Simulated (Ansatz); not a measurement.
# B2O: the cost of one run

Computed with Ansatz 0.2.0 (DFT PBE, scalar-relativistic, plane waves, PAW, unless a step's input says otherwise).

4 further runs of the same task are left out: 4 set aside as unsound or not needed. Runs told in other sessions of the task aren't counted.

**1. The starting structure**

The structure is trigonal, space group P-3m1 (No. 164). The conventional cell has a = 2.569 Å, b = 2.569 Å, c = 11.590 Å, α = 90.00°, β = 90.00°, γ = 120.00°. B (site symmetry 3m) has 3 O at 1.58 Å and 1 B at 1.75 Å in its first shell of neighbours. B (site symmetry 3m) is surrounded by 3 B at 1.57 Å. Around O (site symmetry 3m) lie 3 B at 1.58 Å.

Structure file:

```cif
data_structure
_symmetry_space_group_name_H-M 'P-3m1'
_symmetry_Int_Tables_number 164
_cell_length_a 2.5689
_cell_length_b 2.5689
_cell_length_c 11.5903
_cell_angle_alpha 90.000
_cell_angle_beta 90.000
_cell_angle_gamma 120.000
_cell_volume 66.24
loop_
_atom_site_label
_atom_site_type_symbol
_atom_site_symmetry_multiplicity
_atom_site_Wyckoff_symbol
_atom_site_fract_x
_atom_site_fract_y
_atom_site_fract_z
_atom_site_occupancy
B1 B 2 c 0.00000 0.00000 0.42468 1
B2 B 2 d 0.66667 0.33333 0.02209 1
O1 O 2 d 0.66667 0.33333 0.37688 1
```

This cell was relaxed beforehand with the same method: volume 11.04 Å³/atom, gap on the mesh none (metal).

**2. The cell under 2 GPa**

What is minimised here is the enthalpy; the energy can go up as the cell is squeezed.

Contents of input.yaml:

```yaml
crystal:
  lattice:
    - [2.5688518279, 0.0, 0.0]
    - [-1.284425914, 2.2246909415, 0.0]
    - [0.0, 0.0, 11.5903066595]
  atoms:
    - { symbol: B, position: [0.0, 0.0, 0.4246776307] }
    - { symbol: B, position: [0.0, 0.0, 0.5753223693] }
    - { symbol: B, position: [0.6666666667, 0.3333333333, 0.0220872089] }
    - { symbol: B, position: [0.3333333333, 0.6666666667, 0.9779127911] }
    - { symbol: O, position: [0.6666666667, 0.3333333333, 0.3768791072] }
    - { symbol: O, position: [0.3333333333, 0.6666666667, 0.6231208928] }
basis:
  ecutwfc: 420
kpoints:
  mp_grid: { grid: [18, 18, 4] }
hamiltonian:
  xc: pbe
scf:
  occupations: { method: fermi_dirac, width: 0.15 }
output:
  forces: true
  stress: true
  eigenvalues: true
relax:
  adjacent_minimum: "off"
  f_tol: 0.001
  max_steps: 60
  cell: { stress_tol: 0.02, p_target: 2.0 }
```

Launch:

```bash
ansatz run input.yaml --threads 1 --pin off --max-ram 3072MiB --backend cpu --events-out ev --progress --plain --runs-dir out
```

What time and memory should one allow on 1 thread of Intel Xeon Platinum 8259CL at 2.50GHz (Skylake/Cascade Lake), shared host?

About 2.5 min, with a peak of 0.51 GiB.
